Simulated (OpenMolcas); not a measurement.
**Tm²⁺ among point charges: CASSCF levels and susceptibility**

How does a field of 8 point charges split the states of Tm²⁺, and what χT follows?

Method: state-averaged CASSCF, spin-orbit coupling by RASSI with atomic mean-field integrals. Code: OpenMolcas 26.06.

1 further run of the same task is left out (it didn't finish).

## Step 1: The system

```
Species                           : Tm²⁺ (thulium, Z = 69, 67 electrons)
Basis                             : ANO-RCC-VTZP [8s7p5d3f2g1h], 104 functions
Scalar Hamiltonian                : DKH2, point nucleus
Inactive shells                   : 1s 2s 2p 3s 3p 3d 4s 4p 4d 5s 5p
Active space                      : 13 electrons in 7 orbitals (4f)
Some configurations of this space : 4f¹³
Orbitals                          : optimised for the highest spin of each parity, averaged over all roots
```

Outer shells as boxes (Hund's rule):

4f13
```
4f [↑↓][↑↓][↑↓][↑↓][↑↓][↑↓][↑ ]
```

The ion sits among 8 point charges of -2 e arranged as a hexagonal bipyramid (D6h), 2.32 Å from the ion, with the axial distance 2.506 Å. The active orbitals were held to one l.

The work runs as a chain of OpenMolcas steps in one folder; each step below is one input file. Labels, J, g values, rates, χT and fits are worked out afterwards by a script from the matrices that RASSI stores. The input lists half of the charges; inversion (Group=XYZ) makes the rest.

## Step 2: GATEWAY and SEWARD: basis and integrals

File a.inp:

```
&GATEWAY
Coord
1

Tm 0.0 0.0 0.0
Basis=ANO-RCC-VTZP
Group=XYZ
NoMove
AngMom=0.0 0.0 0.0
AMFI
XField
4 Angstrom 0
2.320000 0.000000 0.000000 -2.000000
1.160000 2.009179 0.000000 -2.000000
1.160000 -2.009179 0.000000 -2.000000
0.000000 0.000000 2.505600 -2.000000
&SEWARD
```

Run with:

```sh
$ OMP_NUM_THREADS=1 MOLCAS_MEM=2252 MOLCAS_PROJECT=a pymolcas a.inp > a.log
```

Output:

```text
Basis set label: TM.ANO-RCC...8S7P5D3F2G1H.

      Electronic valence basis set:
      ------------------
      Associated Effective Charge  69.000000 au
      Associated Actual Charge     69.000000 au
      Nuclear Model: Point charge

      Shell  nPrim  nBasis  Cartesian Spherical Contaminant
         s      25       8        X
         p      22       7        X
         d      15       5                 X
         f      11       3                 X
         g       4       2                 X
         h       2       1                 X
                  Relativistic Douglas-Kroll-Hess integrals:
                    - DKH order of Hamiltonian: 2
                    - DKH order of Properties : 0
                  Atomic mean-field integrals
```

## Step 3: CASSCF: doublets of odd parity, 7 roots

File a.inp:

```
&RASSCF
FileOrb=start.orb
Symmetry=2
Spin=2
nActEl=13 0 0
Inactive=15 12
Ras2=0 7
CIRoot=7 7 1
SDav=7
CIMx=300
Iter=120 100
PrWF=0.3
OrbListing=Nothing
MaxOrb=0
SupSym
0
1
21 13 14 15 16 17 18 19 29 30 31 32 33 34 35 36 37 38 39 40 41 42
>>> COPY $Project.JobIph JOB001
```

start.orb holds the contracted functions of the basis, ordered by shell, or the orbitals of the step before.

Output, shortened:

```text
[...]
      Number of active orbitals                  7
[...]
      Spin quantum number                      0.5
[...]
      Active orbitals                            0   7
[...]
      Number of CSFs                             7
      Number of root(s) required                 7
[...]
      Convergence after 11 iterations
[...]
      Natural orbitals and occupation numbers for root  1
      sym 2:   1.000000   2.000000   2.000000   2.000000   2.000000   2.000000   2.000000
      Natural orbitals and occupation numbers for root  2
      sym 2:   1.000000   2.000000   2.000000   2.000000   2.000000   2.000000   2.000000
      Natural orbitals and occupation numbers for root  3
      sym 2:   2.000000   2.000000   1.000000   2.000000   2.000000   2.000000   2.000000
::    RASSCF root number  1 Total energy: -13561.27801717
::    RASSCF root number  2 Total energy: -13561.27700610
::    RASSCF root number  3 Total energy: -13561.26459667
::    RASSCF root number  4 Total energy: -13561.26459667
::    RASSCF root number  5 Total energy: -13561.26093509
::    RASSCF root number  6 Total energy: -13561.26093509
::    RASSCF root number  7 Total energy: -13561.26020745
```

## Step 4: State interaction with spin-orbit coupling

File a.inp:

```
&RASSI
NrOfJobIphs=1 7
1 2 3 4 5 6 7
IphNames
JOB001
EJob
SpinOrbit
DIPRint=1.0
SOCoupling=1000.0
Subsets=2
Property=9
'ANGMOM' 1 'ANGMOM' 2 'ANGMOM' 3 'MLTPL  1' 1 'MLTPL  1' 2 'MLTPL  1' 3
'AMFI' 1 'AMFI' 2 'AMFI' 3
SOProperty=3
'ANGMOM' 1 'ANGMOM' 2 'ANGMOM' 3
```

Output, shortened:

```text
SPIN-FREE ENERGIES:
  (Shifted by EMIN (a.u.) =     -13561.2780171670)
 SF State       Relative EMIN(au)   Rel lowest level(eV)    D:o, cm**(-1)      L_eff
     1             0.0000000000        0.0000000000              0.0000         3.0
     2             0.0010110706        0.0275126316            221.9043         3.0
     3             0.0134204969        0.3651903238           2945.4586         3.0
     4             0.0134204969        0.3651903238           2945.4586         3.0
     5             0.0170820784        0.4648270329           3749.0829         3.0
     6             0.0170820784        0.4648270329           3749.0829         3.0
     7             0.0178097143        0.4846270146           3908.7805         3.0
     Dipole printing threshold changed to   1.00000000E+00
Eigenvalues of complex Hamiltonian:
   -----------------------------------
  (Shifted by EMIN (a.u.) =     -13561.2780171670)
 SO State       Relative EMIN(au)   Rel lowest level(eV)    D:o, cm**(-1)     J-value
     1            -0.0169409462        0.0000000000              0.0000         1.4
     2            -0.0169409462        0.0000000000              0.0000         1.4
     3            -0.0063339927        0.2886299089           2327.9572         2.6
     4            -0.0063339927        0.2886299089           2327.9572         2.6
     5            -0.0012805473        0.4261411628           3437.0603         3.2
     6            -0.0012805473        0.4261411628           3437.0603         3.2
     7             0.0002482610        0.4677421550           3772.5949         3.5
     8             0.0002482610        0.4677421550           3772.5949         3.5
     9             0.0262046019        1.1740501732           9469.3533         1.2
    10             0.0262046019        1.1740501732           9469.3533         1.2
    11             0.0375373174        1.4824290730          11956.5968         2.1
[...]
```

Time for these steps: 3.6 s (1 thread of Arm Neoverse V1, shared host).

Spin-free states:

```
  state  degeneracy  E (cm-1)  free-ion L (%)
doublet           1         0         F (100)
doublet           1       222         F (100)
doublet           2      2945         F (100)
doublet           2      3749         F (100)
doublet           1      3909         F (100)
```

With spin-orbit coupling:

```tsv
E (cm-1)	Degeneracy	2S+1	J	abs mJ (%)	g
0.0	2	2	3.50	7/2 (100)	0.16 0.16 7.99
2328	2	2	3.48	5/2 (100)	0.15 0.15 5.49
3437	2	2	3.50	3/2 (100)	0.00 0.00 3.35
3773	2	2	3.50	1/2 (100)	1.13 4.56 4.56
9469	2	2	2.52	5/2 (100)	0.01 0.01 4.51
11957	2	2	2.50	3/2 (100)	0.00 0.00 2.65
12583	2	2	2.50	1/2 (100)	0.87 2.56 2.56
```

Principal g values are given for doublets only; a zero marks a field direction without first-order Zeeman splitting.

Powder χT (cm³ K/mol): 2.00 at 2 K, 2.00 at 5 K, 2.00 at 10 K, 2.01 at 20 K, 2.02 at 50 K, 2.04 at 100 K, 2.05 at 150 K, 2.07 at 200 K, 2.09 at 250 K, 2.11 at 300 K.

Stevens parameters of the J = 7/2 multiplet, 3773 cm⁻¹ wide (cm⁻¹): B20 = -1.065e+02, B40 = -3.568e-01, B60 = 2.641e-03, B66 = 6.031e-02.

Orbitals of the lowest block (energies include the constant potential of the surroundings):

```
shell     space  energy (hartree)  mean occupation  ⟨r²⟩ (bohr²)
   1s  inactive        -2187.0078            2.000      0.000516
   2s  inactive         -371.4130            2.000       0.00843
   2p  inactive         -328.4441            6.000       0.00688
   3s  inactive          -83.1403            2.000        0.0555
   3p  inactive          -69.7906            6.000        0.0558
   3d  inactive          -52.8042           10.000        0.0468
   4s  inactive          -14.9124            2.000         0.281
   4p  inactive          -10.4151            6.000         0.318
   4d  inactive           -4.2309           10.000         0.383
   4f      RAS2                             13.000         0.786
   5s  inactive            0.6910            2.000          1.79
   5p  inactive            1.8326            6.000          2.50
```

## Step 5: What came out

```
                                            quantity                                value
                                              method                               CASSCF
                              spin-free ground state  doublet, 1-fold in its orbital part
first state of the same spin within the active space                  doublet at 222 cm⁻¹
                                        lowest level         2-fold, g = 0.16, 0.16, 7.99
                                          next level                          2328.0 cm⁻¹
                                         χT at 300 K                       2.11 cm³ K/mol
                           effective moment at 300 K                              4.11 μB
```

In words: The spin-free ground state (doublet) comes to 100 % from free-ion F terms and keeps the highest spin of the shell. Point charges carry no covalency, so the field is a model and not that of real ligands.
